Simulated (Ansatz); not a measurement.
# Nd2H3: the cost of one run

Method: DFT PBE, scalar-relativistic, plane waves, PAW; 4f electrons in the core of a trivalent norm-conserving potential, unless a step names another level, in Ansatz 0.2.0.

3 further runs of the same task are left out: 3 that didn't finish. Runs told in other sessions of the task aren't counted.

**1. The starting structure**

Symmetry: R3m, No. 160, trigonal system. Conventional cell: a = 3.851 Å, b = 3.851 Å, c = 19.068 Å, α = 90.00°, β = 90.00°, γ = 120.00°. Nd (site symmetry 3m) is surrounded by 5 H at 2.35 to 2.40 Å. Around Nd (site symmetry 3m) lie 7 H at 2.33 to 2.37 Å. H (site symmetry 3m) has 4 Nd at 2.35 to 2.36 Å in its first shell of neighbours. H (site symmetry 3m) is surrounded by 4 Nd at 2.33 to 2.37 Å. H (site symmetry 3m) is surrounded by 4 Nd at 2.37 to 2.40 Å.

Structure file:

```
CELL_PARAMETERS angstrom
1.92536 1.11160 6.35593
-1.92536 1.11160 6.35593
0.00000 -2.22321 6.35593
ATOMIC_POSITIONS crystal
Nd 0.22246 0.22246 0.22246
Nd 0.72070 0.72070 0.72070
H 0.34565 0.34565 0.34565
H 0.59835 0.59835 0.59835
H 0.09669 0.09669 0.09669
```

It came out lowest among 28 distinct ends of the trial cells. At a tolerance of 0.05 Å it has space group R3m (No. 160).

**2. Tight relaxation for the response runs, on the response runs' mesh and smearing**

Contents of input.yaml:

```yaml
crystal:
  lattice:
    - [1.9253551343, 1.1116043051, 6.3559316684]
    - [-1.9253551343, 1.1116043051, 6.3559316684]
    - [0.0, -2.2232086101, 6.3559316684]
  atoms:
    - { symbol: Nd, position: [0.222460642, 0.222460642, 0.222460642] }
    - { symbol: Nd, position: [0.720700088, 0.720700088, 0.720700088] }
    - { symbol: H, position: [0.3456489142, 0.3456489142, 0.3456489142] }
    - { symbol: H, position: [0.5983464984, 0.5983464984, 0.5983464984] }
    - { symbol: H, position: [0.0966940613, 0.0966940613, 0.0966940613] }
basis:
  ecutwfc: 660
kpoints:
  mp_grid: { grid: [12, 12, 12] }
hamiltonian:
  xc: pbe
  pseudopotentials:
    kind: paw
    azcp: { Nd: "pseudopotentials/pbe/nc/lanthanide_3plus/Nd.nc.azcp" }
scf:
  occupations: { method: gaussian, width: 0.1 }
output:
  forces: true
  stress: true
  eigenvalues: true
relax:
  adjacent_minimum: "off"
  f_tol: 0.001
  max_steps: 60
  cell: { stress_tol: 0.01 }
```

Run with:

```console
> ansatz run input.yaml --threads 3 --pin off --max-ram 8448MiB --backend cpu --events-out ev --progress --plain --runs-dir out
```

Q: Estimate wall time and peak memory on 3 threads of Arm Neoverse V1, shared host.

About 63 s, with a peak of 0.76 GiB.
